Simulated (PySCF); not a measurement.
# GaHBrF (SMILES [F][GaH][Br]), step by step

We compute a structure relaxation (HF/pcseg-0), then vibrational wavenumbers, then the energy (MP2/ANO-R1), then the vertical excitations (EOM-CCSD/pcseg-0) of GaHBrF. Input form: a Python script.

The results are computed with PySCF 2.14.0.

## Step 1: Starting point

The species is GaHBrF (4 atoms), meant as a singlet with charge 0. SMILES: `[F][GaH][Br]`. All atoms were displaced at random from a relaxed shape. The run starts from this shape.

Bond lengths: F1–Ga2 1.638 Å, Ga2–Br3 2.415 Å, Ga2–H4 1.435 Å. Angles: F1–Ga2–Br3 117.2°, F1–Ga2–H4 124.3°, Br3–Ga2–H4 118.5°.

## Step 2: A geometry optimisation at HF/pcseg-0 (density fitting with def2-universal-jkfit) (run 1)

The input, job.py:

```python
# [F][GaH][Br]
from pyscf import gto, scf
from pyscf.geomopt.geometric_solver import kernel as optimise

mol = gto.Mole()
mol.atom = [
    ('F', (-1.668358, -0.384041, 0.040061)),
    ('Ga', (-0.139206, 0.159788, -0.181916)),
    ('Br', (1.657155, -1.250941, 0.601599)),
    ('H', (0.190424, 1.433710, -0.753780)),
]
mol.basis = 'pcseg-0'
mol.max_memory = 1860
mol.spin = 0
mol.verbose = 3
mol.build()

mf = scf.RHF(mol)
mf = mf.density_fit(auxbasis='def2-universal-jkfit')
converged, mol_eq = optimise(mf, maxsteps=100, convergence_set='GAU_TIGHT')
print('converged:', converged)
print(mol_eq.tostring())

mf.reset(mol_eq)
mol = mol_eq
mf.kernel()
e_final = mf.e_tot
print('Final energy', e_final)
```

Command:

```bash
OMP_NUM_THREADS=1 python job.py
```

Log:

```text
convergence_set           GAU_TIGHT
maxiter                   100
----------------------------------------------------------
Custom engine selected.
Bonds will be generated from interatomic distances less than 1.20 times sum of covalent radii
12 internal coordinates being used (instead of 12 Cartesians)
Internal coordinate system (atoms numbered from 1):
Distance 1-2
Distance 2-3
Distance 2-4
Angle 1-2-4
Angle 3-2-4
Out-of-Plane 2-1-3-4
Translation-X 1-4
Translation-Y 1-4
Translation-Z 1-4
Rotation-A 1-4
Rotation-B 1-4
Rotation-C 1-4
> ===== Optimization Info: ====
> Job type: Energy minimization
> Maximum number of optimization cycles: 100
> Initial / maximum trust radius (Angstrom): 0.100 / 0.300
> Convergence Criteria:
> Will converge when all 5 criteria are reached:
>  |Delta-E| < 1.00e-06
>  RMS-Grad  < 1.00e-05
>  Max-Grad  < 1.50e-05
>  RMS-Disp  < 4.00e-05
>  Max-Disp  < 6.00e-05
> === End Optimization Info ===

[... 8 lines left out ...]
WARN: Mole.unit (angstrom) is changed to Bohr
[... 10 lines left out ...]
Step    0 : Gradient = 5.492e-02/7.514e-02 (rms/max) Energy = -4589.8476416810
[... 28 lines left out ...]
converged SCF energy = -4589.85059230603
[... 38 lines left out ...]
converged SCF energy = -4589.8569416676
[... 37 lines left out ...]
converged SCF energy = -4589.85709953099
[... 37 lines left out ...]
converged SCF energy = -4589.85710161511
[... 29 lines left out ...]
Converged! =D
[... 1 line left out ...]
converged: True
F          -1.68502913       -0.43436521        0.05700406
Ga         -0.07709452        0.16237337       -0.16060892
Br          1.62321543       -1.28524709        0.61166532
H           0.17892321        1.51575493       -0.80209647
converged SCF energy = -4589.85710161525
Final energy -4589.857101615253
```

It took 15 s on 1 thread of Arm Neoverse V1, shared host; peak memory 0.21 GiB.

Step by step:

```
step  energy from the first frame kept (eV)  largest force (eV/Å)
   0                                 0.0000                3.8641
   1                                -0.2211                0.4945
   2                                -0.0803                1.4499
   3                                -0.2452                0.3549
   4                                -0.2531                0.1075
   5                                -0.2546                0.2331
   6                                -0.2574                0.0366
   7                                -0.2574                0.0108
   8                                -0.2574                0.0004
   9                                -0.2574                0.0001
```

After the run. Bond lengths: F1–Ga2 1.729 Å, Ga2–Br3 2.363 Å, Ga2–H4 1.519 Å. Angles: F1–Ga2–Br3 114.6°, F1–Ga2–H4 121.2°, Br3–Ga2–H4 124.2°.

## Step 3: The harmonic vibrations at HF/pcseg-0 (density fitting with def2-universal-jkfit) (run 2)

The input, job.py:

```python
from pyscf import gto, symm
from pyscf.hessian import thermo

mol = gto.M(
    atom=[
    ('F', (-2.230285, 0.143939, -0.166719)),
    ('Ga', (-0.622351, 0.740677, -0.384332)),
    ('Br', (1.077959, -0.706943, 0.387942)),
    ('H', (-0.366333, 2.094059, -1.025819)),
],
    max_memory=1860,
    verbose=3,
    basis='pcseg-0',
)

calc0 = mol.RHF()
calc0 = calc0.density_fit(auxbasis='def2-universal-jkfit')
calc0.kernel()

energy = calc0.e_tot
print('E(%s) = %.9f' % ('HF', energy))
hess = calc0.Hessian().kernel()
modes = thermo.harmonic_analysis(mol, hess)
thermo.dump_normal_mode(mol, modes)
symm.geom.TOLERANCE = 1e-3  # for the symmetry number
th = thermo.thermo(calc0, modes['freq_au'], 800, 101325)
thermo.dump_thermo(mol, th)
```

Command:

```bash
OMP_NUM_THREADS=1 python job.py
```

Log:

```text
converged SCF energy = -4589.85710161525
E(HF) = -4589.857101615
Mode                                 0                   1                   2
Irrep
Freq [cm^-1]                      180.5020            291.1250            491.0047
Reduced mass [au]                  21.2170             46.7284              1.1277
Force const [Dyne/A]                0.4073              2.3334              0.1602
Char temp [K]                     259.7021            418.8640            706.4464
Normal mode                   x     y     z       x     y     z       x     y     z
       0   F                 0.10 -0.14  0.07    0.02  0.02 -0.01   -0.00  0.02  0.04
       1  Ga                 0.02  0.04 -0.02    0.05 -0.06  0.03    0.00 -0.01 -0.03
       2  Br                -0.04 -0.00 -0.00   -0.05  0.05 -0.03   -0.00  0.00  0.01
       3   H                -0.07  0.05 -0.03    0.06 -0.06  0.03   -0.04  0.41  0.85
Mode                                 3                   4                   5
Irrep
Freq [cm^-1]                      724.2974            789.4241           2169.8957
Reduced mass [au]                   1.1056              9.8250              1.0213
Force const [Dyne/A]                0.3417              3.6075              2.8331
Char temp [K]                    1042.1027           1135.8055           3121.9967
Normal mode                   x     y     z       x     y     z       x     y     z
       0   F                 0.05 -0.01  0.01    0.18  0.07 -0.03    0.00  0.00 -0.00
       1  Ga                -0.03 -0.00 -0.00   -0.05 -0.02  0.01    0.00  0.01 -0.01
       2  Br                -0.00  0.00 -0.00    0.00 -0.00  0.00    0.00  0.00 -0.00
       3   H                 0.93 -0.14  0.11   -0.24  0.01 -0.02   -0.18 -0.88  0.42
temperature 800.0000 [K]
pressure 101325.00 [Pa]
Rotational constants [GHz] 15.06721 1.75565 1.57243
Symmetry number 1
Zero-point energy (ZPE) 0.01058 [Eh]   27790.739 [J/mol]
                           tot       elec      trans        rot        vib
Entropy [J/mol/K]       370.952      0.000    193.287    122.974     54.691
Cv [J/mol/K]             66.050      0.000     12.472     12.472     41.107
Cp [J/mol/K]             74.365      0.000     20.786     12.472     41.107
Internal energy [J/mol]                      9977.352   9977.352  49404.385
Internal energy [Eh]   -4589.83068  -4589.85710
Enthalpy [J/mol]                            16628.920   9977.352  49404.385
Enthalpy [Eh]          -4589.82815
Gibbs free energy [J/mol]                  -138000.860 -88401.731   5651.361
Gibbs free energy [Eh] -4589.94118
```

It took 17 s on 1 thread of Arm Neoverse V1, shared host; peak memory 0.47 GiB.

## Step 4: A single-point energy at MP2/ANO-R1 (density fitting) (run 3)

The input, start.xyz:

```xyz
4

F     -1.685029    -0.434365     0.057004
Ga    -0.077095     0.162373    -0.160609
Br     1.623215    -1.285247     0.611665
H      0.178923     1.515755    -0.802096
```

The input, input.py:

```python
from pyscf import gto, mp
from pyscf import df

mol = gto.M(
    atom='start.xyz',
    max_memory=1860,
    charge=0,
    spin=0,
    basis='ano-r1',
    verbose=3,
)

calc0 = mol.RHF()
calc0 = calc0.density_fit(auxbasis=df.aug_etb(mol, beta=2.0))
calc0.kernel()

pt = mp.MP2(calc0, frozen=19).run()
e_tot = pt.e_tot
print('Final energy', e_tot)
dip = calc0.dip_moment()
pop, q = calc0.mulliken_pop()
```

Command:

```bash
OMP_NUM_THREADS=1 python input.py
```

Log:

```text
converged SCF energy = -4569.84090756745
E(DFRMP2) = -4570.94625787493  E_corr = -1.10535030748049
E(SCS-DFRMP2) = -4570.82903800497  E_corr = -0.988130437519919
Final energy -4570.946257874934
Dipole moment(X, Y, Z, Debye):  0.46245,  2.16446, -1.02358
 ** Mulliken pop  **
pop of  0 F 1s            2.00003
pop of  0 F 2s            1.89071
pop of  0 F 3s           -0.01167
pop of  0 F 2px           1.74697
pop of  0 F 2py           1.89263
pop of  0 F 2pz           1.89574
pop of  0 F 3px           0.01790
pop of  0 F 3py           0.01784
pop of  0 F 3pz           0.02211
pop of  0 F 3dxy          0.00162
pop of  0 F 3dyz          0.00020
pop of  0 F 3dz^2         0.00068
pop of  0 F 3dxz          0.00127
pop of  0 F 3dx2-y2       0.00176
pop of  1 Ga 1s           2.00005
pop of  1 Ga 2s           1.99898
pop of  1 Ga 3s           2.01270
pop of  1 Ga 4s           0.88660
pop of  1 Ga 5s          -0.01714
pop of  1 Ga 2px          1.99998
pop of  1 Ga 2py          1.99998
pop of  1 Ga 2pz          1.99999
pop of  1 Ga 3px          1.99998
pop of  1 Ga 3py          1.99949
pop of  1 Ga 3pz          1.99979
pop of  1 Ga 4px          0.28746
pop of  1 Ga 4py          0.47068
pop of  1 Ga 4pz          0.20005
pop of  1 Ga 5px          0.04862
pop of  1 Ga 5py          0.02608
pop of  1 Ga 5pz          0.00413
pop of  1 Ga 3dxy         1.99699
pop of  1 Ga 3dyz         1.99584
pop of  1 Ga 3dz^2        1.99702
pop of  1 Ga 3dxz         1.99920
pop of  1 Ga 3dx2-y2      1.99548
pop of  1 Ga 4dxy         0.02418
pop of  1 Ga 4dyz         0.00785
pop of  1 Ga 4dz^2        0.00645
pop of  1 Ga 4dxz         0.01514
pop of  1 Ga 4dx2-y2      0.02634
pop of  1 Ga 5dxy         0.03659
pop of  1 Ga 5dyz         0.01249
pop of  1 Ga 5dz^2        0.01016
pop of  1 Ga 5dxz         0.02683
pop of  1 Ga 5dx2-y2      0.04009
pop of  1 Ga 4f-3         0.00052
pop of  1 Ga 4f-2         0.00022
pop of  1 Ga 4f-1         0.00008
pop of  1 Ga 4f+0         0.00023
pop of  1 Ga 4f+1         0.00030
pop of  1 Ga 4f+2         0.00026
pop of  1 Ga 4f+3         0.00045
pop of  2 Br 1s           2.00003
pop of  2 Br 2s           1.99946
pop of  2 Br 3s           2.00480
pop of  2 Br 4s           1.87932
pop of  2 Br 5s          -0.00771
pop of  2 Br 2px          1.99999
pop of  2 Br 2py          1.99999
pop of  2 Br 2pz          1.99999
pop of  2 Br 3px          1.99945
pop of  2 Br 3py          1.99960
pop of  2 Br 3pz          1.99973
pop of  2 Br 4px          1.72584
pop of  2 Br 4py          1.78085
pop of  2 Br 4pz          1.86508
pop of  2 Br 5px          0.00553
pop of  2 Br 5py          0.00446
pop of  2 Br 5pz          0.01148
pop of  2 Br 3dxy         1.99990
pop of  2 Br 3dyz         1.99995
pop of  2 Br 3dz^2        1.99995
pop of  2 Br 3dxz         1.99994
pop of  2 Br 3dx2-y2      1.99992
pop of  2 Br 4dxy         0.00093
pop of  2 Br 4dyz         0.00028
pop of  2 Br 4dz^2        0.00026
pop of  2 Br 4dxz         0.00040
pop of  2 Br 4dx2-y2      0.00027
pop of  2 Br 5dxy         0.00901
pop of  2 Br 5dyz         0.00261
pop of  2 Br 5dz^2        0.00244
pop of  2 Br 5dxz         0.00369
pop of  2 Br 5dx2-y2      0.00241
pop of  2 Br 4f-3         0.00004
pop of  2 Br 4f-2         0.00003
pop of  2 Br 4f-1         0.00001
pop of  2 Br 4f+0         0.00001
pop of  2 Br 4f+1         0.00001
pop of  2 Br 4f+2         0.00001
pop of  2 Br 4f+3         0.00003
pop of  3 H 1s            1.01733
pop of  3 H 2s            0.08921
pop of  3 H 2px           0.00114
pop of  3 H 2py           0.01130
pop of  3 H 2pz           0.00311
 ** Mulliken atomic charges  **
charge of    0F =     -0.47779
charge of    1Ga =      0.88990
charge of    2Br =     -0.29002
charge of    3H =     -0.12209
```

Wall time 5.7 s (1 thread of Arm Neoverse V1, shared host); peak memory 0.27 GiB.

## Step 5: The excited states at EOM-CCSD/pcseg-0 (root kind ee, spin of roots triplet) (run 4)

The input, calc.py:

```python
import numpy
from pyscf import gto, cc

system = gto.M(
    atom=[
    ('F', (-1.685029, -0.434365, 0.057004)),
    ('Ga', (-0.077095, 0.162373, -0.160609)),
    ('Br', (1.623215, -1.285247, 0.611665)),
    ('H', (0.178923, 1.515755, -0.802096)),
],
    max_memory=1860,
    verbose=4,
    basis='pcseg-0',
)

mf = system.RHF()
mf.kernel()

mycc = cc.CCSD(mf, frozen=19)
mycc.kernel()
e_final = mycc.e_tot
print(f'total energy: {e_final:.8f} hartree')

e, vec = mycc.eomee_ccsd_triplet(nroots=6)
roots = numpy.atleast_1d(e) * 27.211386
print('EOM-EE-CCSD roots (eV)')
for i, w in enumerate(roots, 1):
    print('%3d %10.4f' % (i, w))
```

Command:

```bash
OMP_NUM_THREADS=1 python calc.py
```

Log:

```text
PySCF version 2.14.0

[INPUT] num. atoms = 4
[INPUT] num. electrons = 76
[INPUT] charge = 0
[INPUT] spin (= nelec alpha-beta = 2S) = 0
[INPUT] symmetry False subgroup None
[INPUT] Mole.unit = angstrom
[INPUT] Symbol           X                Y                Z      unit          X                Y                Z       unit  Magmom
[INPUT]  1 F     -1.685029000000  -0.434365000000   0.057004000000 AA   -3.184243321950  -0.820830888097   0.107721948005 Bohr   0.0
[INPUT]  2 Ga    -0.077095000000   0.162373000000  -0.160609000000 AA   -0.145688435573   0.306840500024  -0.303507023140 Bohr   0.0
[INPUT]  3 Br     1.623215000000  -1.285247000000   0.611665000000 AA    3.067431791286  -2.428764832419   1.155879329982 Bohr   0.0
[INPUT]  4 H      0.178923000000   1.515755000000  -0.802096000000 AA    0.338115467386   2.864361821940  -1.515741765609 Bohr   0.0

nuclear repulsion = 394.400036366236
number of shells = 9
number of NR pGTOs = 128
number of NR cGTOs = 55
basis = pcseg-0
ecp = {}

[... 37 lines left out ...]
converged SCF energy = -4589.85771732947
[... 12 lines left out ...]
Init t2, MP2 energy = -4590.0639449963  E_corr(MP2) -0.206227666830949
[... 11 lines left out ...]
CCSD converged
[... 1 line left out ...]
total energy: -4590.07644231 hartree
[... 1 line left out ...]
******** <class 'pyscf.cc.eom_rccsd.EOMEETriplet'> ********
max_space = 20
max_cycle = 50
conv_tol = 1e-07
partition = None
EOM-CCSD root 0 E = 0.2222391532382678  qpwt = 0.940504  conv = True
EOM-CCSD root 1 E = 0.2225383738959126  qpwt = 0.932708  conv = True
EOM-CCSD root 2 E = 0.2233383145717873  qpwt = 0.947922  conv = True
EOM-CCSD root 3 E = 0.2297818264288847  qpwt = 0.949243  conv = True
EOM-CCSD root 4 E = 0.2439468376673401  qpwt = 0.954927  conv = True
EOM-CCSD root 5 E = 0.2465217289636511  qpwt = 0.937531  conv = True
EOM-EE-CCSD roots (eV)
  1     6.0474
  2     6.0556
  3     6.0773
  4     6.2527
  5     6.6381
  6     6.7082
```

Run time: 13 s. Hardware: 1 thread of Arm Neoverse V1, shared host; peak memory 0.22 GiB.

The roots found:

```
excited state  energy (eV)
            1        6.047
            2        6.056
            3        6.077
            4        6.253
            5        6.638
            6        6.708
```

## Step 6: Results

| quantity | value |
| --- | --- |
| run 1, HF/pcseg-0: total energy at the end | -4589.85710 Eh |
| run 1, HF/pcseg-0: dipole moment | 2.82 D |
| run 1, HF/pcseg-0: HOMO energy | -11.55 eV |
| run 1, HF/pcseg-0: LUMO energy | 0.98 eV |
| run 1, HF/pcseg-0: HOMO–LUMO gap | 12.53 eV |
| run 2, HF/pcseg-0: lowest harmonic wavenumber | 180 cm⁻¹ |
| run 2, HF/pcseg-0: highest harmonic wavenumber | 2170 cm⁻¹ |
| run 2, HF/pcseg-0: zero-point energy | 27.8 kJ/mol |
| run 2, HF/pcseg-0: ideal-gas entropy at 800 K (symmetry number 1 as used) | 88.7 cal/(mol K) |
| run 3, MP2/ANO-R1: total energy | -4570.94626 Eh |
| run 3, MP2/ANO-R1: dipole moment (Hartree–Fock density) | 2.44 D |
| run 3, MP2/ANO-R1: HOMO energy (Hartree–Fock orbitals) | -11.47 eV |
| run 3, MP2/ANO-R1: LUMO energy (Hartree–Fock orbitals) | 1.03 eV |
| run 3, MP2/ANO-R1: HOMO–LUMO gap (Hartree–Fock orbitals) | 12.50 eV |
| run 3, MP2/ANO-R1: correlation energy (19 core orbitals frozen) | -1105.4 mEh |
| run 4, EOM-CCSD/pcseg-0: ground-state or mean-field energy | -4590.07644 Eh |
| run 4, EOM-CCSD/pcseg-0: dipole moment (Hartree–Fock density) | 2.82 D |
| run 4, EOM-CCSD/pcseg-0: HOMO energy (Hartree–Fock orbitals) | -11.55 eV |
| run 4, EOM-CCSD/pcseg-0: LUMO energy (Hartree–Fock orbitals) | 0.98 eV |
| run 4, EOM-CCSD/pcseg-0: HOMO–LUMO gap (Hartree–Fock orbitals) | 12.53 eV |
| run 4, EOM-CCSD/pcseg-0: correlation energy (19 core orbitals frozen) | -218.7 mEh |
| run 4, EOM-CCSD/pcseg-0: T1 diagnostic | 0.011 |
| run 4, EOM-CCSD/pcseg-0: lowest triplet excitation energy | 6.05 eV |

In words: The optimisation (run 1, HF/pcseg-0) took 9 steps and changed the energy by -0.257 eV. Mulliken charges (run 1, HF/pcseg-0) run from -0.61 on F1 to +1.26 on Ga2. All 6 modes (run 2, HF/pcseg-0) are real, so the shape is a minimum at this level. Mulliken charges (run 2, HF/pcseg-0) run from -0.61 on F1 to +1.26 on Ga2. The basis (run 3, MP2/ANO-R1) was made for a relativistic Hamiltonian, but the run is non-relativistic. The basis has no diffuse functions, so Rydberg states are missing or pushed up, and the true lowest state may lie lower.
